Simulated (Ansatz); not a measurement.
Born–Oppenheimer molecular dynamics of a periodic cell of 20 atoms, Cs2TeH6SO10 (host Cs2TeH6SO10, host structure R3). It starts from an unrelaxed structure (largest force component 11.25 eV/Å).

Method: DFT PBE-D3(BJ), scalar-relativistic, plane waves, PAW in Ansatz. Settings: accuracy low, cutoff 420 eV, k mesh 2x2x2, fermi-dirac smearing 0.05 eV, no spin polarisation.

```
ensemble        : NVT, Langevin thermostat
time step       : 0.75 fs
steps asked     : 340
set temperature : 700 K
friction        : 0.005 /fs
seed            : 920090
```

First frame:

```xyz
20
Lattice="3.7395 2.1590 5.5457 -3.7395 2.1590 5.5457 0.0000 -4.3180 5.5457" Properties=species:S:1:pos:R:3
Cs 0.000 0.000 4.300
Cs 0.000 0.000 12.648
Te 0.000 0.000 0.168
H 0.245 2.271 10.048
H -2.090 -0.923 10.048
H 1.844 -1.348 10.048
H 2.297 1.785 7.584
H -2.694 1.097 7.584
H 0.397 -2.882 7.584
S 0.000 0.000 8.428
O 0.802 2.963 10.188
O -2.967 -0.786 10.188
O 2.165 -2.176 10.188
O 0.000 0.000 7.029
O 0.711 1.203 8.566
O -1.397 0.014 8.566
O 0.687 -1.217 8.566
O 2.001 2.476 6.790
O -3.145 0.495 6.790
O 1.144 -2.971 6.790
```

Q: What does the run give?

A: The run went to its last step.

| Item | Value |
| --- | --- |
| steps done | 340 |
| time covered | 255 fs |
| mean temperature over the second half | 1596 K |
| spread of the potential energy over the second half | 38.5 meV per atom |
| mean potential energy of the second half above the start | -339.6 meV per atom |

The mean temperature of the second half is 128 % above the set value. A run of 0.26 ps of so small a system gives no equilibrium averages. Limits of this set-up: low accuracy level.

Q: What happens to the structure?

A: Mean squared displacements from the first frame to the last, about the centre of mass: Cs 0.09 Å², Te 0.01 Å², H 5.60 Å², S 0.03 Å², O 1.04 Å². The details hang on the random start.

Q: How do temperature and energy run in time?

A: 
```json
{"time (fs)": "0.0", "T (K)": "665", "potential energy less start (eV)": "0.000"}
{"time (fs)": "8.2", "T (K)": "2605", "potential energy less start (eV)": "-4.950"}
{"time (fs)": "16.5", "T (K)": "2282", "potential energy less start (eV)": "-4.048"}
{"time (fs)": "24.8", "T (K)": "2088", "potential energy less start (eV)": "-3.721"}
{"time (fs)": "33.0", "T (K)": "1544", "potential energy less start (eV)": "-3.100"}
{"time (fs)": "41.2", "T (K)": "2712", "potential energy less start (eV)": "-6.376"}
{"time (fs)": "49.5", "T (K)": "2030", "potential energy less start (eV)": "-4.930"}
{"time (fs)": "57.8", "T (K)": "2079", "potential energy less start (eV)": "-5.123"}
{"time (fs)": "66.0", "T (K)": "2689", "potential energy less start (eV)": "-6.803"}
{"time (fs)": "74.2", "T (K)": "2078", "potential energy less start (eV)": "-5.652"}
{"time (fs)": "82.5", "T (K)": "1546", "potential energy less start (eV)": "-4.628"}
{"time (fs)": "90.8", "T (K)": "1344", "potential energy less start (eV)": "-4.204"}
{"time (fs)": "99.0", "T (K)": "1399", "potential energy less start (eV)": "-4.509"}
{"time (fs)": "107.2", "T (K)": "1871", "potential energy less start (eV)": "-5.743"}
{"time (fs)": "115.5", "T (K)": "2026", "potential energy less start (eV)": "-6.450"}
{"time (fs)": "123.8", "T (K)": "2289", "potential energy less start (eV)": "-7.438"}
{"time (fs)": "132.0", "T (K)": "1475", "potential energy less start (eV)": "-5.693"}
{"time (fs)": "140.2", "T (K)": "1512", "potential energy less start (eV)": "-5.971"}
{"time (fs)": "148.5", "T (K)": "1247", "potential energy less start (eV)": "-5.513"}
{"time (fs)": "156.8", "T (K)": "1605", "potential energy less start (eV)": "-6.434"}
{"time (fs)": "165.0", "T (K)": "1432", "potential energy less start (eV)": "-5.975"}
{"time (fs)": "173.2", "T (K)": "1632", "potential energy less start (eV)": "-6.507"}
{"time (fs)": "181.5", "T (K)": "1542", "potential energy less start (eV)": "-6.495"}
{"time (fs)": "189.8", "T (K)": "1542", "potential energy less start (eV)": "-6.544"}
{"time (fs)": "198.0", "T (K)": "1514", "potential energy less start (eV)": "-6.804"}
{"time (fs)": "206.2", "T (K)": "1878", "potential energy less start (eV)": "-7.922"}
{"time (fs)": "214.5", "T (K)": "1972", "potential energy less start (eV)": "-8.296"}
{"time (fs)": "222.8", "T (K)": "1614", "potential energy less start (eV)": "-7.160"}
{"time (fs)": "231.0", "T (K)": "1435", "potential energy less start (eV)": "-6.680"}
{"time (fs)": "239.2", "T (K)": "1544", "potential energy less start (eV)": "-7.125"}
{"time (fs)": "247.5", "T (K)": "1891", "potential energy less start (eV)": "-8.195"}
```

Time of the run: 13 min on 1 thread of AMD EPYC 9R45 96-Core Processor (Zen 5), on a shared host, peak memory 0.77 GiB.
